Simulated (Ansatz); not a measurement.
# C2H5Al2FGeO: the cost of one run

All numbers below are computed with Ansatz 0.2.0 (RHF/def2-SVP).

## (1) The system as given

Bond lengths: O1–Al2 1.829 Å, Al2–Al3 2.493 Å, Al3–F4 1.713 Å, Al3–C5 1.985 Å, C5–C6 1.475 Å, C5–Ge7 1.831 Å, C6–Ge7 1.841 Å, O1–H8 0.966 Å, Al2–H9 1.585 Å, C6–H10 1.071 Å, Ge7–H11 1.541 Å, Ge7–H12 1.535 Å. Angles (14 of 19 angles, heavy atoms first): O1–Al2–Al3 121.4°, Al2–Al3–F4 122.2°, Al2–Al3–C5 118.1°, F4–Al3–C5 119.6°, Al3–C5–C6 145.8°, Al3–C5–Ge7 147.5°, C6–C5–Ge7 66.7°, C5–C6–Ge7 66.0°, C5–Ge7–C6 47.4°, O1–Al2–H9 118.6°, Al3–Al2–H9 119.9°, Al2–O1–H8 103.2°, C5–C6–H10 147.3°, Ge7–C6–H10 146.8°.

Structure file:

```xyz
12

O    -2.0348   -3.5462    0.8351
Al   -0.7706   -2.3401    0.2959
Al   -1.2260    0.1111    0.3055
F    -2.7173    0.7609    0.8429
C     0.2306    1.3354   -0.2597
C     0.6362    2.7395   -0.4573
Ge    1.9568    1.5158   -0.8427
H    -1.9062   -3.5888    1.7915
H     0.6596   -2.8774   -0.1261
H     0.3649    3.7733   -0.3907
H     2.8804    1.0936    0.3159
H     2.0035    0.9679   -2.2763
```

## (2) End point A

Contents of input.yaml:

```yaml
crystal:
  periodic: [false, false, false]
  atoms:
    - { symbol: O, position_ang: [-2.0348, -3.5462, 0.8351] }
    - { symbol: Al, position_ang: [-0.7706, -2.3401, 0.2959] }
    - { symbol: Al, position_ang: [-1.226, 0.1111, 0.3055] }
    - { symbol: F, position_ang: [-2.7173, 0.7609, 0.8429] }
    - { symbol: C, position_ang: [0.2306, 1.3354, -0.2597] }
    - { symbol: C, position_ang: [0.6362, 2.7395, -0.4573] }
    - { symbol: Ge, position_ang: [1.9568, 1.5158, -0.8427] }
    - { symbol: H, position_ang: [-1.9062, -3.5888, 1.7915] }
    - { symbol: H, position_ang: [0.6596, -2.8774, -0.1261] }
    - { symbol: H, position_ang: [0.3649, 3.7733, -0.3907] }
    - { symbol: H, position_ang: [2.8804, 1.0936, 0.3159] }
    - { symbol: H, position_ang: [2.0035, 0.9679, -2.2763] }
basis:
  gaussian: { orbitals: def2-SVP }
hamiltonian:
  xc: hf
relax:
  f_tol: 0.02
  max_steps: 50
output:
  orbitals: {}
```

Run with:

```bash
> ansatz run input.yaml --threads 2 --pin off --max-ram 3072MiB --backend cpu --events-out ev --progress --plain --runs-dir out
```

What time and memory should one allow on 2 threads of Arm Neoverse V1, shared host?

About 68 s, with a peak of 0.47 GiB.
